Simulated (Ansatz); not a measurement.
# HgBi2S4: a short molecular-dynamics run

A trajectory of HgBi2S4, a randomly packed cell with 14 atoms that was not relaxed first: 20 steps of 1 fs under a Nosé-Hoover thermostat at 1200 K.

Method: DFT PBE, plane waves, PAW, scalar-relativistic, no spin polarisation, in Ansatz 0.2.0.

## Step 1: The system as given

The cell holds 14 atoms (Bi4Hg2S8): a = 8.363 Å, b = 6.658 Å, c = 7.589 Å, α = 79.36°, β = 105.83°, γ = 82.62°.

Coordinates:

```cif
data_structure
_symmetry_space_group_name_H-M 'P 1'
_symmetry_Int_Tables_number 1
_cell_length_a 8.3628
_cell_length_b 6.6585
_cell_length_c 7.5890
_cell_angle_alpha 79.363
_cell_angle_beta 105.832
_cell_angle_gamma 82.624
_cell_volume 392.36
loop_
_atom_site_label
_atom_site_type_symbol
_atom_site_fract_x
_atom_site_fract_y
_atom_site_fract_z
_atom_site_occupancy
Hg1 Hg 0.94036 0.49366 0.19938 1
Hg2 Hg 0.85282 0.40670 0.80541 1
Bi1 Bi 0.19064 0.08791 0.12687 1
Bi2 Bi 0.98629 0.10966 0.56262 1
Bi3 Bi 0.74686 0.97925 0.99742 1
Bi4 Bi 0.57492 0.70819 0.42132 1
S1 S 0.58085 0.23256 0.57707 1
S2 S 0.65294 0.28357 0.23730 1
S3 S 0.36216 0.95710 0.60980 1
S4 S 0.42560 0.78855 0.98812 1
S5 S 0.29275 0.50947 0.19691 1
S6 S 0.96405 0.67283 0.52563 1
S7 S 0.38927 0.38678 0.90830 1
S8 S 0.24603 0.39476 0.54029 1
```

## Step 2: Molecular dynamics

Contents of input.yaml:

```yaml
crystal:
  lattice:
    - [8.036585, -0.408695, -2.276499]
    - [1.265986, 6.53515, 0.155875]
    - [0.029395, 1.242987, 7.486487]
  atoms:
    - { symbol: Hg, position: [0.940356, 0.493663, 0.199382] }
    - { symbol: Hg, position: [0.852823, 0.406697, 0.805406] }
    - { symbol: Bi, position: [0.19064, 0.087906, 0.126865] }
    - { symbol: Bi, position: [0.986286, 0.109661, 0.562616] }
    - { symbol: Bi, position: [0.746861, 0.979254, 0.997418] }
    - { symbol: Bi, position: [0.574918, 0.70819, 0.421316] }
    - { symbol: S, position: [0.580847, 0.232561, 0.577071] }
    - { symbol: S, position: [0.65294, 0.283567, 0.237302] }
    - { symbol: S, position: [0.362159, 0.957099, 0.609796] }
    - { symbol: S, position: [0.425598, 0.788545, 0.988123] }
    - { symbol: S, position: [0.292748, 0.509473, 0.196906] }
    - { symbol: S, position: [0.964049, 0.672829, 0.525627] }
    - { symbol: S, position: [0.389267, 0.386783, 0.9083] }
    - { symbol: S, position: [0.246031, 0.39476, 0.540294] }
kpoints:
  mp_grid: { grid: [2, 3, 2] }
magnetization:
  spin_polarized: false
scf:
  occupations: { method: fermi_dirac, width: 0.1 }
hamiltonian:
  pseudopotentials: { kind: paw }
  xc: pbe
basis:
  ecutwfc: 420
md:
  timestep: 1.0
  n_steps: 20
  ensemble: nvt_nose_hoover
  temperature: 1200.0
  initial_velocities: maxwell_boltzmann
  seed: 189434
```

Launch:

```sh
> ansatz run input.yaml --threads 2 --pin off --max-ram 2560MiB --backend cpu --events-out ev --progress --plain --runs-dir out
```

The log of the run, shortened:

```text
Warning: md: disabling space-group detection — thermal motion breaks the input geometry's symmetry, so no spatial operation reduces the k-mesh or symmetrises the density; time reversal is kept, so that k and −k are solved as one point where they differ and the mesh holds both, and exact [...]
Warning: RAYON_NUM_THREADS=2 ignored (pool sized by the plan → 2); use --threads N
[...]
Pseudopotentials: kind: paw
Pseudopotential: Hg, paw, valence charge 20, recommended cutoff 420 eV (normal), Hg.paw.azcp
Pseudopotential: Bi, paw, valence charge 15, recommended cutoff 420 eV (normal), Bi.paw.azcp
Pseudopotential: S, paw, valence charge 6, recommended cutoff 420 eV (normal), S.paw.azcp
Functional definition: PBE
[...]
Crystal: 14 atoms, lattice volume = 392.362 Å³
Basis set: ecut = 420 eV, 7655 PW (Γ), exchange–correlation on 120×90×108 points (8 copies of the dense FFT grid, shifted against one another)
Bands: 89, of which v1, the nominal top of the filled ones, is band 74 counted from 1 (73 counted from 0)
Symmetry: 1 space group operations
k-points: 8 of 12 (time reversal used)
[...]
SCF iter   1: F=—  HF=-84422.678342 eV  |F-HF|=—  |Δ(HF+E_count)|=         —  Δρ=3.21e-3  dr2=6.34e-2  ethr=1.77e-3  ⟨swp⟩=7.0  Hψ=2615  notcnv=0
[...]
md step     0: t =     0.00 fs  T =  1200.0 K  F+E_penalty+E_count = -84422.67728598 eV  E_kin = 2.016456 eV  conserved = -84420.66082999 eV  (8 SCF iters)
[...]
md step     4: t =     4.00 fs  T =  1209.3 K  F+E_penalty+E_count = -84422.69288177 eV  E_kin = 2.032021 eV  conserved = -84420.66085808 eV  (7 SCF iters)
[...]
md step     5: t =     5.00 fs  T =  1215.6 K  F+E_penalty+E_count = -84422.70354894 eV  E_kin = 2.042677 eV  conserved = -84420.66086380 eV  (3 SCF iters)
SCF iter   1: F=—  HF=-84422.716755 eV  |F-HF|=—  |Δ(HF+E_count)|=         —  Δρ=3.06e-6  dr2=5.84e-8  ethr=2.53e-10  ⟨swp⟩=2.4  Hψ=1436  notcnv=0
```

## Step 3: More of the same log

Output, continued, shortened:

```text
[...]
SCF iter   2: F=-84422.716755 eV  HF=-84422.716755 eV  |F-HF|=3.11e-9  |Δ(HF+E_count)|=   4.23e-9  Δρ=1.04e-6  dr2=4.79e-9  ethr=9.46e-12  ⟨swp⟩=3.0  Hψ=2654  notcnv=0
[...]
md step     6: t =     6.00 fs  T =  1223.5 K  F+E_penalty+E_count = -84422.71675544 eV  E_kin = 2.055868 eV  conserved = -84420.66086901 eV  (2 SCF iters)
[...]
md step     9: t =     9.00 fs  T =  1255.7 K  F+E_penalty+E_count = -84422.77097390 eV  E_kin = 2.109978 eV  conserved = -84420.66088158 eV  (2 SCF iters)
[...]
md step    12: t =    12.00 fs  T =  1300.2 K  F+E_penalty+E_count = -84422.84610126 eV  E_kin = 2.184814 eV  conserved = -84420.66089021 eV  (2 SCF iters)
[...]
md step    15: t =    15.00 fs  T =  1356.5 K  F+E_penalty+E_count = -84422.94134445 eV  E_kin = 2.279417 eV  conserved = -84420.66089655 eV  (2 SCF iters)
[...]
md step    20: t =    20.00 fs  T =  1475.5 K  F+E_penalty+E_count = -84423.14380904 eV  E_kin = 2.479356 eV  conserved = -84420.66090698 eV  (7 SCF iters)
SCF converged after 7 iterations
Free energy (F): -84423.143809 eV
[...]
E sigma→0 (E₀):  -84422.969093 eV
Entropy (-TS):   -0.349432 eV (-24.959 meV/atom)
Fermi energy:    7.103366 eV
[...]
--- Forces (eV/Å), atoms counted from 1 ---
  atom   1  Hg    -0.13236417     0.39955919    -0.28505985
  atom   2  Hg     0.32237994     0.17361856     0.13083200
  atom   3  Bi     0.80815459     0.01465422    -0.29180710
  atom   4  Bi     0.13361872    -0.76512347    -0.30785362
  atom   5  Bi    -0.79303873     0.82447775     0.13893360
  atom   6  Bi    -0.60804564    -0.17609449     0.08109609
  atom   7  S      1.08847332    -0.05233419     0.34522861
  atom   8  S      0.07409759    -0.82390357    -0.68019144
[...]
--- MD trajectory: 20 steps, t = 0.0 → 20.0 fs ---
  final state: T = 1475.5 K   F+E_penalty+E_count = -84423.14380904 eV   E_kin = 2.479356 eV
  conserved energy: peak-to-peak 7.698e-5 eV (5.499e-6 eV/atom) over 20.0 fs
```

Wall time 2.9 min (2 threads of an Arm CPU, shared host); peak memory 0.92 GiB.

## Step 4: The trajectory

The trajectory, every 2 steps (energies from step 0); msd is the mean square displacement from the start, the centre of mass held:

```
time (fs)  T (K)  potential energy change (meV/atom)  conserved energy change (meV/atom)  msd S (Å²)  msd Bi (Å²)  msd Hg (Å²)
      0.0   1200                                 0.0                                0.00       0.000        0.000        0.000
      2.0   1201                                -0.2                                0.00       0.000        0.000        0.000
      4.0   1209                                -1.1                                0.00       0.001        0.000        0.000
      6.0   1223                                -2.8                                0.00       0.003        0.001        0.000
      8.0   1244                                -5.2                                0.00       0.005        0.001        0.001
     10.0   1269                                -8.3                                0.00       0.008        0.002        0.001
     12.0   1300                               -12.1                                0.00       0.012        0.002        0.002
     14.0   1336                               -16.4                                0.00       0.017        0.003        0.002
     16.0   1378                               -21.4                                0.00       0.022        0.004        0.003
     18.0   1424                               -27.1                               -0.01       0.029        0.005        0.003
     20.0   1475                               -33.3                               -0.01       0.037        0.006        0.004
```

time (fs), T (K) and a bar:
```
      0.0       1200 
      1.0       1200 
      2.0       1201 
      3.0       1204 #
      4.0       1209 #
      5.0       1216 ##
      6.0       1223 ###
      7.0       1233 ####
      8.0       1244 #####
      9.0       1256 ######
     10.0       1269 ########
     11.0       1284 #########
     12.0       1300 ###########
     13.0       1318 #############
     14.0       1336 ###############
     15.0       1356 #################
     16.0       1378 ###################
     17.0       1400 ######################
     18.0       1424 ########################
     19.0       1449 ###########################
     20.0       1475 ##############################
```

Pair distribution over the second half of the run:

```
r (Å)  g S–S  g Bi–S  g Hg–S
 0.68   0.00    0.00    0.00
 0.84   0.00    0.00    0.00
 1.00   0.00    0.00    0.00
 1.16   0.00    0.00    0.00
 1.32   0.00    0.00    0.00
 1.48   0.00    0.00    0.00
 1.64   0.00    0.00    0.00
 1.80   0.00    0.00    0.00
 1.96   0.00    0.00    0.00
 2.12   0.00    0.00    0.00
 2.28   0.00    0.00    0.00
 2.44   0.05    0.00    0.00
 2.60   2.01    0.00    0.00
 2.76   3.46    0.03    0.07
 2.92   3.12    1.94    6.40
 3.08   1.93    5.43    1.91
```

First peaks of g(r) (not always the tallest), and, where a minimum follows, the mean number of second-named atoms round a first-named one up to the next minimum:

```
pair  peak (Å)  height  minimum (Å)  neighbours
 S–S      2.76     3.5            -           -
```

## Step 5: Positions and forces

Extended XYZ, with forces in eV/Å:

```xyz
14
Lattice="8.037 -0.409 -2.276 1.266 6.535 0.156 0.029 1.243 7.486" Properties=species:S:1:pos:R:3:forces:R:3 pbc="T T T" time_fs=3.0 T=1204 dE=-0.0075
Hg    8.187    3.082   -0.568   -0.225    0.236   -0.396
Hg    7.384    3.307    4.159    0.299    0.173    0.180
Bi    1.641    0.659    0.532    0.790    0.103   -0.384
Bi    8.086    1.028    1.987    0.142   -0.680   -0.539
Bi    7.277    7.324    5.912   -0.751    0.617    0.150
Bi    5.530    4.921    1.946   -0.615   -0.239   -0.159
S     4.994    1.991    3.015    0.647   -0.052    0.526
S     5.618    1.885    0.317    0.623   -0.898   -0.505
S     4.138    6.835    3.896   -0.134   -0.512   -0.596
S     4.440    6.216    6.577    0.505    0.891    0.431
S     2.999    3.455    0.905   -0.314   -0.109    0.245
S     8.606    4.674    1.862   -0.555    0.469    0.013
S     3.676    3.481    5.952   -0.535   -0.188    0.212
S     2.493    3.154    3.557    0.123    0.189    0.821
14
Lattice="8.037 -0.409 -2.276 1.266 6.535 0.156 0.029 1.243 7.486" Properties=species:S:1:pos:R:3:forces:R:3 pbc="T T T" time_fs=6.0 T=1223 dE=-0.0395
Hg    8.187    3.075   -0.565   -0.212    0.267   -0.377
Hg    7.376    3.303    4.166    0.304    0.173    0.171
Bi    1.635    0.664    0.535    0.792    0.079   -0.364
Bi    8.090    1.043    1.989    0.166   -0.699   -0.503
Bi    7.282    7.314    5.904   -0.749    0.641    0.146
Bi    5.531    4.925    1.936   -0.623   -0.232   -0.137
S     5.009    1.983    2.996    0.712   -0.056    0.477
S     5.623    1.886    0.298    0.508   -0.866   -0.536
S     4.136    6.803    3.900   -0.142   -0.471   -0.638
S     4.435    6.227    6.603    0.457    0.851    0.491
S     2.993    3.454    0.923   -0.313   -0.068    0.297
S     8.596    4.692    1.879   -0.584    0.456   -0.001
S     3.706    3.465    5.931   -0.468   -0.233    0.132
S     2.493    3.159    3.569    0.151    0.159    0.842
14
Lattice="8.037 -0.409 -2.276 1.266 6.535 0.156 0.029 1.243 7.486" Properties=species:S:1:pos:R:3:forces:R:3 pbc="T T T" time_fs=9.0 T=1256 dE=-0.0937
Hg    8.186    3.067   -0.563   -0.198    0.298   -0.358
Hg    7.368    3.300    4.173    0.309    0.172    0.163
Bi    1.630    0.669    0.537    0.797    0.058   -0.347
Bi    8.094    1.058    1.992    0.181   -0.717   -0.466
Bi    7.286    7.304    5.896   -0.752    0.671    0.144
Bi    5.532    4.929    1.926   -0.628   -0.222   -0.109
S     5.027    1.974    2.979    0.782   -0.058    0.435
S     5.631    1.884    0.278    0.398   -0.842   -0.567
S     4.133    6.771    3.902   -0.148   -0.429   -0.689
S     4.430    6.240    6.630    0.415    0.810    0.548
S     2.987    3.454    0.943   -0.311   -0.041    0.336
S     8.584    4.712    1.895   -0.613    0.443   -0.014
S     3.735    3.447    5.910   -0.414   -0.266    0.064
S     2.494    3.163    3.584    0.181    0.124    0.862
14
Lattice="8.037 -0.409 -2.276 1.266 6.535 0.156 0.029 1.243 7.486" Properties=species:S:1:pos:R:3:forces:R:3 pbc="T T T" time_fs=11.0 T=1284 dE=-0.1415
Hg    8.185    3.062   -0.561   -0.187    0.317   -0.345
Hg    7.363    3.298    4.178    0.312    0.171    0.157
Bi    1.626    0.673    0.539    0.801    0.047   -0.337
Bi    8.097    1.067    1.993    0.184   -0.727   -0.439
Bi    7.289    7.298    5.891   -0.757    0.694    0.142
Bi    5.532    4.932    1.919   -0.629   -0.215   -0.086
S     5.040    1.968    2.969    0.833   -0.057    0.411
S     5.636    1.882    0.264    0.329   -0.830   -0.588
S     4.131    6.748    3.903   -0.150   -0.401   -0.728
S     4.427    6.250    6.650    0.390    0.781    0.583
S     2.983    3.454    0.956   -0.310   -0.030    0.357
S     8.575    4.726    1.907   -0.631    0.434   -0.022
S     3.754    3.435    5.897   -0.386   -0.282    0.023
S     2.495    3.166    3.595    0.203    0.100    0.874
14
Lattice="8.037 -0.409 -2.276 1.266 6.535 0.156 0.029 1.243 7.486" Properties=species:S:1:pos:R:3:forces:R:3 pbc="T T T" time_fs=14.0 T=1336 dE=-0.2301
Hg    8.184    3.055   -0.559   -0.170    0.346   -0.326
Hg    7.355    3.295    4.185    0.316    0.170    0.149
Bi    1.621    0.678    0.541    0.806    0.032   -0.323
Bi    8.102    1.081    1.995    0.179   -0.741   -0.397
Bi    7.293    7.288    5.883   -0.767    0.732    0.141
Bi    5.532    4.936    1.909   -0.628   -0.203   -0.044
S     5.062    1.959    2.954    0.914   -0.056    0.381
S     5.645    1.877    0.241    0.233   -0.821   -0.620
S     4.127    6.714    3.902   -0.150   -0.361   -0.792
S     4.425    6.267    6.680    0.357    0.737    0.628
S     2.975    3.453    0.977   -0.311   -0.024    0.382
S     8.561    4.747    1.923   -0.657    0.422   -0.033
S     3.781    3.417    5.876   -0.357   -0.296   -0.035
S     2.497    3.172    3.614    0.236    0.061    0.890
14
Lattice="8.037 -0.409 -2.276 1.266 6.535 0.156 0.029 1.243 7.486" Properties=species:S:1:pos:R:3:forces:R:3 pbc="T T T" time_fs=17.0 T=1400 dE=-0.3385
Hg    8.183    3.048   -0.556   -0.152    0.374   -0.305
Hg    7.347    3.291    4.193    0.320    0.171    0.140
Bi    1.617    0.683    0.543    0.809    0.022   -0.309
Bi    8.106    1.095    1.997    0.163   -0.754   -0.353
Bi    7.297    7.279    5.876   -0.780    0.776    0.140
Bi    5.532    4.939    1.899   -0.621   -0.189    0.010
S     5.086    1.950    2.940    1.000   -0.054    0.359
S     5.655    1.869    0.216    0.147   -0.819   -0.652
S     4.123    6.678    3.899   -0.148   -0.322   -0.860
S     4.423    6.286    6.712    0.328    0.691    0.659
S     2.966    3.452    0.999   -0.316   -0.028    0.403
S     8.544    4.770    1.940   -0.679    0.408   -0.044
S     3.807    3.398    5.855   -0.341   -0.297   -0.091
S     2.499    3.177    3.635    0.272    0.021    0.904
14
Lattice="8.037 -0.409 -2.276 1.266 6.535 0.156 0.029 1.243 7.486" Properties=species:S:1:pos:R:3:forces:R:3 pbc="T T T" time_fs=20.0 T=1475 dE=-0.4665
Hg    8.182    3.041   -0.554   -0.132    0.400   -0.285
Hg    7.340    3.288    4.200    0.322    0.174    0.131
Bi    1.612    0.688    0.545    0.808    0.015   -0.292
Bi    8.111    1.109    1.999    0.134   -0.765   -0.308
Bi    7.301    7.271    5.868   -0.793    0.824    0.139
Bi    5.531    4.943    1.889   -0.608   -0.176    0.081
S     5.112    1.940    2.927    1.088   -0.052    0.345
S     5.664    1.860    0.190    0.074   -0.824   -0.680
S     4.119    6.642    3.893   -0.143   -0.285   -0.929
S     4.422    6.307    6.745    0.302    0.643    0.669
S     2.957    3.452    1.022   -0.327   -0.041    0.421
S     8.526    4.794    1.956   -0.696    0.393   -0.056
S     3.832    3.377    5.834   -0.339   -0.288   -0.151
S     2.502    3.182    3.659    0.309   -0.018    0.915
```

## Step 6: Summary of results

```
                              quantity                             value
                                length                  20 steps of 1 fs
      temperature, first and last step                   1200 and 1475 K
              temperature, second half  mean 1363 K, from 1269 to 1475 K
         potential energy, second half       -20 meV/atom from the start
largest change of the conserved energy                     0.01 meV/atom
 mean square displacement, second half    S 0.021, Bi 0.004, Hg 0.002 Å²
```

What this shows: Against a set 1200 K the second half averages 1363 K, going from 1269 to 1475 K over that half. The conserved energy strays from its start by at most 0.01 meV/atom, under 0.1 % of the mean kinetic energy, which is good for a step of 1 fs. Over the second half S atoms stand 0.1 Å (root mean square) from where they began, and the farthest move is 0.3 Å. A run of 20 fs with 14 atoms shows the motion but fixes no equilibrium value.
